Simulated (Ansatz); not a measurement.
The system is HfB.

```
Hf B
1.0
     0.00000    2.31000    2.31000
     2.31000    0.00000    2.31000
     2.31000    2.31000    0.00000
Hf B
1 1
Cartesian
  2.3100 2.3100 2.3100
  0.0000 0.0000 0.0000
```

```yaml
Program: Ansatz 0.2.0
Task: relaxation of cell and atoms
Functional: PBE0
Potentials_or_basis: Ansatz PAW
Cutoff: "420 eV (not typed: the program's choice for these potentials)"
k_mesh: 5 × 5 × 5
Occupations: fermi-dirac, width 0.05 eV
Spin: no spin polarisation
```

At the start: volume 12.33 Å³/atom.

Task: Where does the relaxation end?

Result: It ends after 7 steps and the volume is 14.08 Å³/atom (+14.2 %); space group Fm-3m (No. 225, to 0.05 Å).

The path:
```tsv
step	energy change (eV)	largest force (eV/Å)	volume (Å³)
1	0.0000	0.0000	24.65
2	-0.2943	0.0000	28.44
3	-0.2962	0.0000	28.19
4	-0.2963	0.0000	28.14
5	-0.3015	0.0000	28.14
6	-0.3014	0.0000	28.16
7	-0.3014	0.0000	28.16
```

Final structure:
```
CELL_PARAMETERS angstrom
0.00000 2.41478 2.41478
2.41478 0.00000 2.41478
2.41478 2.41478 0.00000
ATOMIC_POSITIONS crystal
Hf 0.50000 0.50000 0.50000
B 0.00000 0.00000 0.00000
```

Caveat: the k mesh is coarse (spacing up to 0.47 Å⁻¹), so the values aren't converged, least of all with exact exchange; the plane-wave basis is chosen anew once the cell has moved, so the energies of steps on either side of that aren't comparable; the volume moved by +14 % from the deposited cell, more than functionals usually miss; the PAW data sets come from PBE, with cores solved anew for the run's functional, which leaves a small shift of forces and pressure.
